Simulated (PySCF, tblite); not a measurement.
# C₆H₉P: geometry, infrared bands and NMR shifts

What infrared bands and NMR shifts should C₆H₉P (`C=CP(C)C#CC`) show?

Programs: tblite 0.8.0 and PySCF 2.14.0, with density-fitted response routines of our own. Each step states its level of theory. These are calculated values for one molecule in the gas phase, unless marked as measured. Atoms are numbered from 0 throughout.

## (1) The molecule as given

16 atoms, charge 0, multiplicity 1; geometry from: force field or distance geometry start.

Bonds of the start (Å): C0–C1 1.32, C1–P2 1.87, P2–C3 1.84, P2–C4 1.82, C4–C5 1.20, C5–C6 1.47, C0–H7 1.08, C0–H8 1.09, C1–H9 1.08, C3–H10 1.08, C3–H11 1.10, C3–H12 1.10, C6–H13 1.10, C6–H14 1.10, C6–H15 1.09.

## (2) Optimising the geometry with GFN2-xTB

What the job is given:

```
{"job": {"kind": "relax", "xc": "GFN2-xTB", "basis": "xTB"}, "charge": 0, "multiplicity": 1}
C     -2.969000     0.934600    -0.370100
C     -1.667400     0.899800    -0.136900
P     -0.938700    -0.499000     0.865100
C     -0.955300    -1.813000    -0.420100
C      0.821200    -0.028700     0.792900
C      1.976700     0.279600     0.735100
C      3.394400     0.659000     0.679600
H     -3.656700     0.181400    -0.004400
H     -3.398900     1.754100    -0.938100
H     -1.031600     1.693300    -0.496800
H     -0.504400    -1.491300    -1.353000
H     -0.401200    -2.695200    -0.052600
H     -1.983700    -2.142100    -0.612300
H      3.832200     0.683000     1.684600
H      3.512800     1.654100     0.234900
H      3.961900    -0.060600     0.098700
```

Run with:

```sh
OMP_NUM_THREADS=1 python probes_run.py task.json out
```

One launch serves the whole session: the jobs run in the order shown.

**Question.** This job is followed by: GFN2-xTB harmonic vibrations, gas phase; GIAO PBE0/pcSseg-1 NMR shielding, non-relativistic, gas phase. Predict these results of the whole session: strongest single infrared mode (GFN2-xTB); zero-point energy (GFN2-xTB); 13C shifts against TMS (PBE0/pcSseg-1); 1H shifts against TMS (PBE0/pcSseg-1, means over atoms taken as alike); 31P shifts against H3PO4 (PBE0/pcSseg-1).

As calculated:

| quantity | value |
| --- | --- |
| strongest single infrared mode (GFN2-xTB) | 2322 cm⁻¹, 91 km/mol |
| zero-point energy (GFN2-xTB) | 78.2 kcal/mol |
| 13C shifts against TMS (PBE0/pcSseg-1) | 155.5, 132.6, 108.2, 86.8, 22.4, 6.2 ppm |
| 1H shifts against TMS (PBE0/pcSseg-1, means over atoms taken as alike) | 7.14, 6.07, 5.58, 2.13, 1.37 ppm |
| 31P shifts against H3PO4 (PBE0/pcSseg-1) | -84.2 ppm |

**Reading.** Relaxing lowered the energy by 0.113 eV in 53 steps; the close pair that moved most is P2–C4, from 1.823 to 1.767 Å. The lowest mode is imaginary (51i cm⁻¹), so the xTB geometry is not a minimum. The strongest single mode, at 2322 cm⁻¹, moves mainly C5 and C4. Unscaled tight-binding wavenumbers are off by several per cent, some by more. Its intensities can rank the bands wrongly. The most deshielded carbon is C1 (alkene CH), at 155.5 ppm: the olefinic region. The most deshielded hydrogen is H9 (hydrogen on an alkene CH), at 7.14 ppm: attached to an sp2 carbon and in the plane of the double bond. At PBE0/pcSseg-1: The largest span, 269 ppm, is at C4, where the paramagnetic term is -171 ppm.
